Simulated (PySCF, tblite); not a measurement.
# C₅H₉O₂S radical: geometry, infrared bands and EPR parameters

What infrared bands and EPR parameters should C₅H₉O₂S radical (`C[C@@H]1[CH]CCS1(=O)=O`) show?

Computed with tblite 0.8.0 and PySCF 2.14.0, with density-fitted response routines of our own, on a single molecule in the gas phase. Atoms are numbered from 0 throughout.

## 1. The starting structure

17 atoms, charge 0, multiplicity 2; geometry from: force field or distance geometry start.

Bonds of the start (Å): C0–C1 1.50, C1–C2 1.51, C2–C3 1.53, C3–C4 1.51, C4–S5 1.78, S5–O6 1.50, S5–O7 1.50, S5–C1 1.78, C0–H8 1.12, C0–H9 1.11, C0–H10 1.13, C1–H11 1.11, C2–H12 1.10, C3–H13 1.10, C3–H14 1.11, C4–H15 1.10, C4–H16 1.11.

## 2. Relaxing the molecule with GFN2-xTB

Job settings and geometry (Å):

```
{"job": {"kind": "relax", "xc": "GFN2-xTB", "basis": "xTB"}, "charge": 0, "multiplicity": 2}
C      2.020500     0.117000    -0.605900
C      0.917700    -0.215500     0.356100
C      0.027900    -1.252800    -0.297400
C     -1.353800    -1.079600     0.332000
C     -1.698500     0.347900    -0.031500
S     -0.202300     1.154200     0.510400
O      0.189200     2.296600    -0.378100
O     -0.264200     1.531300     1.962200
H      2.383500     1.162300    -0.448700
H      2.856800    -0.605100    -0.533600
H      1.552600     0.023200    -1.625200
H      1.259000    -0.617800     1.330000
H     -0.061800    -1.066600    -1.374500
H     -2.078200    -1.814600    -0.049700
H     -1.192700    -1.133200     1.431000
H     -2.575900     0.694200     0.540600
H     -1.786800     0.470600    -1.127700
```

The run is started by

```
$ OMP_NUM_THREADS=1 python probes_run.py task.json out
```

The driver reads the jobs from task.json and runs them one after another.

**Question.** This job is followed by: GFN2-xTB harmonic vibrations, gas phase; UKS B3LYP, pcH-1 on C H O S, non-relativistic, mean-field spin-orbit, GIAO. What will the session give for the following? strongest single infrared mode (GFN2-xTB); zero-point energy (GFN2-xTB); g(iso) (B3LYP); ⟨S²⟩; largest a(iso) (averaged by class); potential on the surface of density 0.002 e/bohr³, 1st and 99th percentile.

**Answer**, as computed:

```
                                                                  quantity                  value
                                 strongest single infrared mode (GFN2-xTB)  1238 cm⁻¹, 357 km/mol
                                              zero-point energy (GFN2-xTB)          83.0 kcal/mol
                                                            g(iso) (B3LYP)                2.00246
                                                                      ⟨S²⟩     0.755 (exact 0.75)
                                        largest a(iso) (averaged by class)   13C on C2, 128.0 MHz
potential on the surface of density 0.002 e/bohr³, 1st and 99th percentile     -1.77 V and 1.19 V
```

In words: Over 86 steps the energy fell by 0.970 eV; of the close pairs, C1–S5 changed most, 1.776 to 1.933 Å. No mode is imaginary among the 45: a minimum at this level. The strongest single mode, at 1238 cm⁻¹, has its largest shares on S5, O6 and O7 (the list is cut at 3 atoms). GFN2-xTB is a fitted tight-binding method: band positions and strengths are rough. Its intensities can rank the bands wrongly. C2 carries the largest spin population, 0.94 e. The isotropic g lies 0.1 ppt above the free-electron value. These values are for one conformer; the search (at its own cheap level) found 1 more, at 0.38 kcal/mol, and measured spectra average over such forms.
